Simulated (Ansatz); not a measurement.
# InSbO2: the cost of one run

Program: Ansatz 0.2.0. Level of theory: DFT PBE, scalar-relativistic, plane waves, PAW. These are calculated values, not measurements.

### Step 1. The system as given

It takes space group P6/mmm (No. 191, hexagonal). Conventional cell: a = 3.669 Å, b = 3.669 Å, c = 7.224 Å, α = 90.00°, β = 90.00°, γ = 120.00°. Around In (site symmetry 6/mmm) lie 2 O at 1.43 Å. Sb (site symmetry 6/mmm) is surrounded by 2 O at 2.19 Å. O (site symmetry 6mm) has 1 In at 1.43 Å as nearest neighbours.

As a file:

```cif
data_structure
_symmetry_space_group_name_H-M 'P6/mmm'
_symmetry_Int_Tables_number 191
_cell_length_a 3.6691
_cell_length_b 3.6691
_cell_length_c 7.2239
_cell_angle_alpha 90.000
_cell_angle_beta 90.000
_cell_angle_gamma 120.000
_cell_volume 84.22
loop_
_atom_site_label
_atom_site_type_symbol
_atom_site_symmetry_multiplicity
_atom_site_Wyckoff_symbol
_atom_site_fract_x
_atom_site_fract_y
_atom_site_fract_z
_atom_site_occupancy
In1 In 1 a 0.00000 0.00000 0.00000 1
Sb1 Sb 1 b 0.00000 0.00000 0.50000 1
O1 O 2 e 0.00000 0.00000 0.19745 1
```

The cell is invented: random cell by space group and Wyckoff sites (P6/mmm, No. 191). Its size is a rough estimate.

### Step 2. The guess as it stands, on a coarse mesh

Contents of input.yaml:

```yaml
crystal:
  lattice:
    - [3.66913321, 0.0, 0.0]
    - [-1.83456661, 3.17756257, 0.0]
    - [0.0, 0.0, 7.22390694]
  atoms:
    - { symbol: In, position: [0.0, 0.0, 0.0] }
    - { symbol: Sb, position: [0.0, 0.0, 0.5] }
    - { symbol: O, position: [0.0, 0.0, 0.19745208] }
    - { symbol: O, position: [0.0, 0.0, 0.80254792] }
basis:
  ecutwfc: 420
kpoints:
  mp_grid: { grid: [6, 6, 4] }
hamiltonian:
  xc: pbe
scf:
  occupations: { method: gaussian, width: 0.1 }
  lower_state_search: "off"
output:
  forces: true
  stress: true
  eigenvalues: true
```

Started as:

```
ansatz run input.yaml --threads 1 --pin off --max-ram 2048MiB --backend cpu --events-out ev --progress --plain --runs-dir out
```

Q: Estimate wall time and peak memory on 1 thread of Arm Neoverse V2, shared host.

About 2.4 s, with a peak of 0.35 GiB.
